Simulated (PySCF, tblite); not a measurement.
# C₈H₉ radical: geometry, infrared bands and EPR parameters

Wanted: the infrared bands and EPR parameters of C₈H₉ radical (`[CH2]C#C/C=C\CC=C`), by calculation.

The runs use tblite 0.8.0 and PySCF 2.14.0, with density-fitted response routines of our own; the level of theory stands in each step. All values are computed, except where a source is named. Atoms are numbered from 0 throughout.

**1. Starting geometry**

17 atoms, charge 0, multiplicity 2; geometry from: force field or distance geometry start.

Bonds of the start (Å): C0–C1 1.45, C1–C2 1.22, C2–C3 1.43, C3–C4 1.34, C4–C5 1.48, C5–C6 1.50, C6–C7 1.34, C0–H8 1.09, C0–H9 1.11, C3–H10 1.08, C4–H11 1.09, C5–H12 1.12, C5–H13 1.12, C6–H14 1.09, C7–H15 1.09, C7–H16 1.10.

**2. Optimising the geometry with GFN2-xTB**

Job settings and geometry (Å):

```
{"job": {"kind": "relax", "xc": "GFN2-xTB", "basis": "xTB"}, "charge": 0, "multiplicity": 2}
C     -3.360600     1.450900     0.616100
C     -2.502500     0.401800     0.104700
C     -1.768600    -0.478800    -0.301300
C     -0.911700    -1.499300    -0.827400
C      0.381500    -1.447700    -0.472000
C      0.856100    -0.346200     0.389000
C      1.906800     0.509200    -0.243900
C      3.132000     0.653300     0.279700
H     -3.461900     2.204400    -0.164600
H     -4.317300     1.081200     1.053100
H     -1.258300    -2.309200    -1.453400
H      1.094300    -2.187300    -0.823700
H      0.031400     0.344100     0.703800
H      1.241100    -0.846500     1.318800
H      1.658600     1.042300    -1.159500
H      3.846400     1.295800    -0.232900
H      3.425800     0.144000     1.203600
```

The run is started by

```console
OMP_NUM_THREADS=1 python probes_run.py task.json out
```

One launch serves the whole session: the jobs run in the order shown.

The log of the run:

```text
step      E/eV     max force
  0    -585.15159    3.465
  1    -585.33047    3.720
  2    -585.52894    1.360
  3    -585.62554    1.087
  4    -585.69912    1.059
  5    -585.74427    0.654
  6    -585.76686    0.504
  7    -585.78572    0.508
  8    -585.80336    0.411
  9    -585.81333    0.335
 10    -585.82490    0.262
 11    -585.83435    0.327
 12    -585.84172    0.241
 13    -585.84606    0.140
 14    -585.84918    0.134
 15    -585.85239    0.150
 16    -585.85574    0.137
 17    -585.85909    0.146
 18    -585.86300    0.176
 19    -585.86814    0.204
 20    -585.87459    0.216
 21    -585.88103    0.177
 22    -585.88609    0.179
 23    -585.89129    0.195
 24    -585.89799    0.262
 25    -585.90685    0.329
 26    -585.91756    0.330
 27    -585.93255    0.261
 28    -585.94035    0.544
 29    -585.96076    0.418
 30    -585.98850    0.375
 31    -586.01520    0.285
 32    -586.01834    0.517
 33    -586.03428    0.482
 34    -586.04696    0.750
 35    -586.05726    0.207
 36    -586.06028    0.129
 37    -586.06348    0.169
 38    -586.06757    0.249
 39    -586.07060    0.224
 40    -586.07268    0.157
 41    -586.07400    0.167
 42    -586.07580    0.153
 43    -586.07778    0.128
 44    -586.07928    0.097
 45    -586.08014    0.074
 46    -586.08082    0.069
 47    -586.08149    0.064
 48    -586.08210    0.053
 49    -586.08242    0.036
 50    -586.08268    0.036
 51    -586.08295    0.037
 52    -586.08316    0.033
 53    -586.08337    0.038
 54    -586.08364    0.039
 55    -586.08400    0.049
 56    -586.08439    0.053
 57    -586.08474    0.045
 58    -586.08503    0.048
 59    -586.08532    0.042
 60    -586.08567    0.040
 61    -586.08610    0.050
 62    -586.08650    0.040
 63    -586.08675    0.031
 64    -586.08691    0.029
 65    -586.08707    0.026
 66    -586.08725    0.030
 67    -586.08742    0.029
 68    -586.08756    0.023
 69    -586.08766    0.019
 70    -586.08774    0.023
 71    -586.08782    0.026
 72    -586.08788    0.020
 73    -586.08793    0.016
 74    -586.08798    0.019
 75    -586.08805    0.024
 76    -586.08813    0.023
 77    -586.08820    0.018
 78    -586.08826    0.019
 79    -586.08834    0.025
 80    -586.08845    0.030
 81    -586.08855    0.022
 82    -586.08863    0.018
 83    -586.08867    0.019
 84    -586.08873    0.022
 85    -586.08881    0.025
 86    -586.08892    0.025
 87    -586.08905    0.026
 88    -586.08920    0.027
 89    -586.08939    0.033
 90    -586.08963    0.033
 91    -586.08985    0.028
 92    -586.09000    0.026
 93    -586.09013    0.022
 94    -586.09023    0.027
 95    -586.09033    0.026
 96    -586.09045    0.025
 97    -586.09057    0.025
 98    -586.09068    0.028
 99    -586.09080    0.028
100    -586.09096    0.032
101    -586.09108    0.027
102    -586.09129    0.034
103    -586.09150    0.040
104    -586.09173    0.026
105    -586.09180    0.021
106    -586.09186    0.032
107    -586.09192    0.028
108    -586.09199    0.017
109    -586.09204    0.016
110    -586.09206    0.014
111    -586.09210    0.013
112    -586.09213    0.013
113    -586.09217    0.010
```

It took 0.55 s on 1 thread of Arm Neoverse V2, shared host.

Step by step: (not every step is listed)

```
step  energy from step 0 (eV)  largest force (eV/Å)
   0                   0.0000                3.4646
   1                  -0.1789                3.7200
   2                  -0.3773                1.3596
   3                  -0.4739                1.0874
   4                  -0.5475                1.0592
   5                  -0.5927                0.6544
   6                  -0.6153                0.5035
   7                  -0.6341                0.5078
   8                  -0.6518                0.4114
  18                  -0.7114                0.1761
  28                  -0.7888                0.5442
  38                  -0.9160                0.2488
  48                  -0.9305                0.0534
  58                  -0.9334                0.0479
  68                  -0.9360                0.0227
  78                  -0.9367                0.0192
  88                  -0.9376                0.0274
  98                  -0.9391                0.0278
 108                  -0.9404                0.0172
 109                  -0.9404                0.0161
 110                  -0.9405                0.0139
 111                  -0.9405                0.0127
 112                  -0.9405                0.0126
 113                  -0.9406                0.0097
```

Distances of close pairs at the start and the end, largest changes first:

```
  bond  before (Å)  after (Å)  change (Å)
 C0–C1       1.449      1.334      -0.114
 C2–C3       1.433      1.377      -0.055
 C0–H9       1.115      1.077      -0.038
C5–H13       1.124      1.094      -0.030
C5–H12       1.121      1.093      -0.027
 C6–C7       1.340      1.319      -0.021
 C1–C2       1.216      1.235      +0.019
C7–H16       1.095      1.078      -0.017
```

The next job starts from the end point, and lists it.

**3. Vibrational analysis with GFN2-xTB**

Job settings and geometry (Å):

```
{"job": {"kind": "ir", "xc": "GFN2-xTB", "basis": "xTB"}, "charge": 0, "multiplicity": 2}
C     -3.689688     1.243251     0.320397
C     -2.742007     0.365905    -0.015775
C     -1.866735    -0.448823    -0.326387
C     -0.909708    -1.367744    -0.695900
C      0.385720    -1.333695    -0.302333
C      0.975162    -0.274430     0.569608
C      1.991138     0.511918    -0.208277
C      3.282247     0.540131     0.061893
H     -3.469511     2.088907     0.949012
H     -4.700498     1.128968    -0.031899
H     -1.246494    -2.171750    -1.341818
H      1.067362    -2.095438    -0.652721
H      0.182021     0.391479     0.919607
H      1.462331    -0.736162     1.433270
H      1.593551     1.059697    -1.052641
H      3.976729     1.112323    -0.529751
H      3.701383    -0.002507     0.893806
```

The log of the run:

```text
mode    cm-1     km/mol
  1      24.6      0.04
  2      53.5      0.10
  3      98.2      0.13
  4     131.7      0.20
  5     234.2      1.46
  6     241.4      1.63
  7     286.6      0.27
  8     292.9      0.12
  9     379.3      0.24
 10     423.9      2.16
 11     460.8      2.23
 12     592.1      1.27
 13     635.3      5.78
 14     720.7     27.15
 15     751.3     20.81
 16     847.9      1.68
 17     877.2      1.09
 18     893.8     13.24
 19     904.7     13.83
 20     961.5     12.08
 21     972.2      8.11
 22    1018.6      9.67
 23    1036.2      5.32
 24    1105.9      7.44
 25    1181.5      5.64
 26    1223.7      0.37
 27    1257.7      1.27
 28    1287.9      1.28
 29    1299.1     18.69
 30    1369.7      3.18
 31    1413.3      6.74
 32    1448.8      4.08
 33    1473.7     13.24
 34    1565.2     18.74
 35    1712.6     24.53
 36    2132.7      8.47
 37    2950.5     34.62
 38    2967.5     16.75
 39    3016.1     38.01
 40    3059.0     30.72
 41    3077.2     39.97
 42    3091.3      8.47
 43    3096.2     30.16
 44    3109.9     23.25
 45    3121.9     56.15
```

Run time: 0.43 s. Hardware: 1 thread of Arm Neoverse V2, shared host.

The strongest bands and the atoms that carry them (share of the mass-weighted mode):

```
cm⁻¹  km/mol                      atoms
 721    27.1  H9 39 %, H8 37 %, C0 21 %
1713    24.5           C6 50 %, C7 41 %
2950    34.6                   H13 93 %
3016    38.0                   H10 92 %
3059    30.7                   H14 90 %
3077    40.0                   H11 91 %
3096    30.2         H16 67 %, H15 28 %
3122    56.1         H15 63 %, H16 25 %
```

**4. EPR parameters: B3LYP/pcH-1**

Settings changed since step 3:

```diff
@@ -1,2 +1,2 @@
-{"job": {"kind": "ir", "xc": "GFN2-xTB", "basis": "xTB"}, "charge": 0, "multiplicity": 2}
+{"job": {"kind": "epr", "basis": "pcH-1"}, "charge": 0, "multiplicity": 2}
 C     -3.689688     1.243251     0.320397
```

Level: UKS B3LYP, pcH-1 on C H, non-relativistic, mean-field spin-orbit, GIAO.

The log of the run:

```text
UKS, coarse grid
  cycle   1  E = -310.09939085  |g| = 3.17e-01
  cycle   2  E = -310.10265933  |g| = 3.15e-01
  cycle   3  E = -310.15622858  |g| = 4.92e-02
  cycle   4  E = -310.15666834  |g| = 4.47e-02
  cycle   5  E = -310.15779930  |g| = 1.35e-02
  cycle   6  E = -310.15792727  |g| = 7.03e-03
  cycle   7  E = -310.15798276  |g| = 3.65e-03
  cycle   8  E = -310.15799722  |g| = 2.09e-03
  cycle   9  E = -310.15800041  |g| = 6.78e-04
UKS, final grid
  cycle   1  E = -310.15800826  |g| = 1.03e-03
  cycle   2  E = -310.15800715  |g| = 1.87e-03
  cycle   3  E = -310.15800889  |g| = 1.75e-04
  cycle   4  E = -310.15800891  |g| = 1.02e-04
  cycle   5  E = -310.15800894  |g| = 6.43e-05
  cycle   6  E = -310.15800894  |g| = 2.17e-05
E = -310.15800894 Eh   <S^2> = 0.7877 (exact 0.7500)
g shifts (ppm)      1          2          3
  rmc          -143       -143       -143
  gc             -2         29         35
  oz_so           5        650        894
  total        -140        535        785
hyperfine (MHz)  atom isotope    a_iso     a_fc   dipolar eigenvalues
    0   13C      50.47      50.47    -47.69    -46.58     94.28
    1   13C     -55.82     -55.82    -21.42     -0.06     21.48
    2   13C      43.75      43.75    -40.59    -28.82     69.41
    3   13C     -36.38     -36.38    -23.60      9.75     13.85
    4   13C      38.44      38.44    -32.69    -31.19     63.88
    5   13C     -11.34     -11.34     -0.55      0.20      0.35
    6   13C      21.47      21.47     -2.36     -1.12      3.48
    7   13C       0.93       0.93     -1.34     -0.75      2.09
    8    1H     -42.62     -42.62    -21.87     -0.53     22.41
    9    1H     -42.60     -42.60    -22.06     -0.51     22.57
   10    1H      13.46      13.46     -3.58     -2.09      5.67
   11    1H     -26.50     -26.50    -15.58     -0.53     16.11
   12    1H       1.02       1.02     -2.76      0.11      2.65
   13    1H      31.36      31.36     -2.20     -1.49      3.69
   14    1H      -0.70      -0.70     -1.70     -1.00      2.71
   15    1H       0.04       0.04     -0.82     -0.44      1.26
   16    1H      -0.80      -0.80     -0.63     -0.38      1.01
```

Run time: 79 s. Hardware: 1 thread of Arm Neoverse V2, shared host; peak memory 0.97 GiB.

Principal g values 2.00218, 2.00285, 2.00310; g(iso) = 2.00271, against 2.00232 for a free electron.

Mean a(iso) over the nuclei that a row names, and the largest dipolar term of the row (other rows stand at the frozen geometry):

```
  nuclei  isotope  a(iso) (MHz)  a(iso) (G, at g = 2.0023)  largest dipolar term (MHz)
      C1      13C         -55.8                      -19.9                        21.5
      C0      13C          50.5                       18.0                        94.3
      C2      13C          43.8                       15.6                        69.4
  H8, H9       1H         -42.6                      -15.2                        22.6
      C4      13C          38.4                       13.7                        63.9
      C3      13C         -36.4                      -13.0                       -23.6
     H11       1H         -26.5                       -9.5                        16.1
      C6      13C          21.5                        7.7                         3.5
H12, H13       1H          16.2                        5.8                         3.7
     H10       1H          13.5                        4.8                         5.7
      C5      13C         -11.3                       -4.0                        -0.6
      C7      13C           0.9                        0.3                         2.1
     H16       1H          -0.8                       -0.3                         1.0
     H14       1H          -0.7                       -0.3                         2.7
```

Mulliken spin populations:

C0 0.63; C1 -0.24; C2 0.46; C3 -0.20; C4 0.42; C5 -0.03; C6 0.00; C7 0.02; H8 -0.03; H9 -0.03; H10 0.01; H11 -0.02; H12 0.00; H13 0.01; H14 0.00; H15 0.00; H16 0.00

In first order the couplings over 0.8 MHz of 1H give 36 distinct lines over 56.2 G, if the averaged nuclei exchange fast.

The fields below are evaluated on a grid from the run's orbitals.

ELF in a plane through or near 8 of the atoms.

Ten even steps from '0' (0.00) to '9' (1.00):
```
0000000000000000000000000000
0000000000000000000000000000
0000000000000000000000000000
0000000000000000000000000000
0000000011000000000587100000
0000001246400000001999300000
0000002357620000000899300000
0000014568630230011565663000
0000016418474750365833998100
0000016767795511682475998100
0000013555666403665352684000
0000001221047546658740000000
0000000000372272866630000000
0000000002999563621210000000
0000000005999249920000000000
0000000001895039950000000000
0000000000010017720000000000
0000000000000000000000000000
0000000000000000000000000000
0000000000000000000000000000
```
The map spans 14.8 Å across and 10.4 Å up, centred on the molecule. Atoms in the plane (x, y in Å): C0 (3.8, 0.9), C1 (2.8, 0.1), C2 (1.8, -0.7), C3 (0.8, -1.6), C4 (-0.5, -1.3), C7 (-3.2, 0.8), H9 (4.8, 0.6), H11 (-1.3, -2.1).

On the surface of density 0.002 e/bohr³ the electrostatic potential runs, from the 1st to the 99th percentile, from -0.62 V near C1 to 0.89 V near H10.

The spin density lies nearest to C0, C2 about 25 % each; C4 18 %; C1 9 % (beta excess); C3 7 % (beta excess).

**5. Outcome**

| quantity | value |
| --- | --- |
| strongest single infrared mode (GFN2-xTB) | 3122 cm⁻¹, 56 km/mol |
| zero-point energy (GFN2-xTB) | 84.1 kcal/mol |
| g(iso) (B3LYP) | 2.00271 |
| ⟨S²⟩ | 0.788 (exact 0.75) |
| largest a(iso) (averaged by class) | 13C on C1, -55.8 MHz |
| surface potential, 1st and 99th percentile | -0.62 V and 0.89 V |

**Reading.** Over 113 steps the energy fell by 0.941 eV; of the close pairs, C0–C1 changed most, 1.449 to 1.334 Å. No mode is imaginary among the 45: a minimum at this level. The strongest single mode, at 3122 cm⁻¹, moves mainly H15. Unscaled tight-binding wavenumbers are off by several per cent, some by more. Its intensities can rank the bands wrongly. The largest spin populations lie on C0 (0.63 e), C2 (0.46 e). The isotropic g lies 0.4 ppt above the free-electron value.
